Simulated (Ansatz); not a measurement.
# Ge2H6 (digermane): BCCD(T)/6-31G(d) (spherical functions)

What is the vertical singlet–triplet gap of Ge2H6 (digermane) at BCCD(T)/6-31G* (spherical functions)? 

The calculation is run with Ansatz 0.2.0.

39 further runs of the same task are left out: 39 set aside as unsound or not needed.

### 1 The molecule

The species is Ge2H6 (8 atoms), meant as a singlet with charge 0. As SMILES, `[GeH3][GeH3]`. The coordinates come from a PBE0-D4/def2-TZVP relaxation.

Bond lengths: Ge1–Ge2 2.420 Å, Ge1–H3 1.537 Å, Ge1–H4 1.537 Å, Ge1–H5 1.537 Å, Ge2–H6 1.537 Å, Ge2–H7 1.537 Å, Ge2–H8 1.537 Å. Some angles: Ge1–Ge2–H6 110.3°, Ge1–Ge2–H7 110.3°, Ge1–Ge2–H8 110.3°, Ge2–Ge1–H3 110.3°, Ge2–Ge1–H4 110.3°, Ge2–Ge1–H5 110.3°, H6–Ge2–H7 108.6°, H6–Ge2–H8 108.6°, H7–Ge2–H8 108.6°, H3–Ge1–H4 108.6°.

### 2 The energy at BCCD(T)/6-31G(d) (spherical functions)

Input file molecule.yaml:

```yaml
crystal:
  periodic: [false, false, false]
  atoms:
    - {symbol: Ge, position_ang: [-0.569150, 0.281910, -1.029950]}
    - {symbol: Ge, position_ang: [0.569150, -0.281910, 1.029950]}
    - {symbol: H, position_ang: [-0.360530, -0.825230, -2.075830]}
    - {symbol: H, position_ang: [-2.077470, 0.442320, -0.780090]}
    - {symbol: H, position_ang: [-0.023210, 1.601970, -1.597890]}
    - {symbol: H, position_ang: [0.367430, 0.829100, 2.073090]}
    - {symbol: H, position_ang: [2.076310, -0.450460, 0.778490]}
    - {symbol: H, position_ang: [0.017470, -1.597700, 1.602230]}
basis:
  gaussian: {orbitals: 6-31G_st_-spherical.json}
scf: {omitted_lower_state_checks: [cluster_reference, increment]}
correlation: {method: bccd_t, frozen_orbitals: {Ge: 9, H: 0}}
accuracy: high
```

The basis set 6-31G* is read from a file made from the Basis Set Exchange's data (not shown).

Launch:

```console
ansatz run molecule.yaml --threads 1 --pin off --max-ram 3480MiB --events-out events.jsonl --progress --plain --runs-dir runs
```

Output, shortened:

```text
Warning: RAYON_NUM_THREADS=1 ignored (pool sized by the plan → 1); use --threads N
Functional definition: HF
  name "HF"
[...]
1611 factors; integrals over basis functions are off by at most 8.5e-9 eV
[...]
mean field -113025.90210950 eV, -4153.6252908160 hartree, gradient 1.9e-8 eV, S^2 0.000000; 0 other end points of the search recorded, 0 dependent functions left out
18 core orbitals not correlated: weight in the atoms' cores, before any rotation towards them, 1.000 or more for the frozen orbitals, at most 0.000 for the correlated occupied ones
reference -113025.90210950 eV, -4153.6252908160 hartree; 17, 17 occupied and 41, 41 virtual orbitals, 1611 factors
second order -13.53095623 eV of doubles, -0.00000000 eV of singles
cycle   1  -13.18624273 eV  change    3.4e-1 eV  update   9.6e-2
[...]
cycle  18  -13.79674071 eV  change   -1.3e-9 eV  update  6.0e-10
perturbative correction -0.31946084 eV, -0.0117399695 hartree
Total energy: -113040.01831105 eV, -4154.1440516548 hartree
Checks for a lower state left out: cluster_reference, increment
```

Run time: 8.4 s. Hardware: 1 thread of Intel Xeon 6975P-C (Granite Rapids), shared host; peak memory 0.39 GiB.

### 3 The triplet, same level

Input file in.yaml:

```yaml
crystal:
  periodic: [false, false, false]
  atoms:
    - {symbol: Ge, position_ang: [-0.569150, 0.281910, -1.029950]}
    - {symbol: Ge, position_ang: [0.569150, -0.281910, 1.029950]}
    - {symbol: H, position_ang: [-0.360530, -0.825230, -2.075830]}
    - {symbol: H, position_ang: [-2.077470, 0.442320, -0.780090]}
    - {symbol: H, position_ang: [-0.023210, 1.601970, -1.597890]}
    - {symbol: H, position_ang: [0.367430, 0.829100, 2.073090]}
    - {symbol: H, position_ang: [2.076310, -0.450460, 0.778490]}
    - {symbol: H, position_ang: [0.017470, -1.597700, 1.602230]}
basis:
  gaussian:
    orbitals: 6-31G_st_-spherical.json
total_charge: 0
magnetization:
  spin_polarized: true
  initial_magnetization: 2
correlation:
  method: bccd_t
  frozen_orbitals: {Ge: 9, H: 0}
accuracy: high
scf:
  omitted_lower_state_checks: [cluster_reference, increment]
```

The basis set 6-31G* is read from a file made from the Basis Set Exchange's data (not shown).

Launch:

```console
ansatz run in.yaml --threads 1 --pin off --max-ram 3480MiB --events-out events.jsonl --progress --plain --runs-dir runs
```

Output, shortened:

```text
Warning: RAYON_NUM_THREADS=1 ignored (pool sized by the plan → 1); use --threads N
Functional definition: HF
  name "HF"
[...]
1611 factors; integrals over basis functions are off by at most 8.5e-9 eV
[...]
mean field -113018.96707007 eV, -4153.3704328176 hartree, gradient 3.5e-8 eV, S^2 2.008986; 8 other end points of the search recorded, 0 dependent functions left out
18 core orbitals not correlated: weight in the atoms' cores, before any rotation towards them, 1.000 or more for the frozen orbitals, at most 0.000 for the correlated occupied ones
reference -113018.96707007 eV, -4153.3704328176 hartree; 18, 16 occupied and 40, 42 virtual orbitals, 1611 factors
second order -13.54013286 eV of doubles, -0.00000000 eV of singles
cycle   1  -13.22082203 eV  change    3.2e-1 eV  update   1.0e-1
[...]
cycle  26  -13.86426858 eV  change    4.2e-9 eV  update   3.6e-9
perturbative correction -0.34965993 eV, -0.0128497653 hartree
Total energy: -113033.18099858 eV, -4153.8927850558 hartree
Checks for a lower state left out: cluster_reference, increment
```

It took 34 s on 1 thread of Intel Xeon 6975P-C (Granite Rapids), shared host; peak memory 0.74 GiB.

### 4 Summary of results

Level: BCCD(T)/6-31G* (spherical functions), 18 core orbitals frozen.

```
                                             quantity           value
                                singlet: total energy  -4154.14405 Eh
singlet: correlation energy (18 core orbitals frozen)      -518.8 mEh
                              singlet: (T) correction      -11.74 mEh
                                triplet: total energy  -4153.89279 Eh
triplet: correlation energy (18 core orbitals frozen)      -522.4 mEh
                              triplet: (T) correction      -12.85 mEh
           triplet: ⟨S²⟩ of the reference determinant           2.009
     vertical energy of the triplet above the singlet        6.837 eV
```

**Reading.** At this shape the triplet lies 6.84 eV (660 kJ/mol) above the singlet. The triples (singlet) make up 2.3 % of the correlation energy. The triples (triplet) make up 2.5 % of the correlation energy.
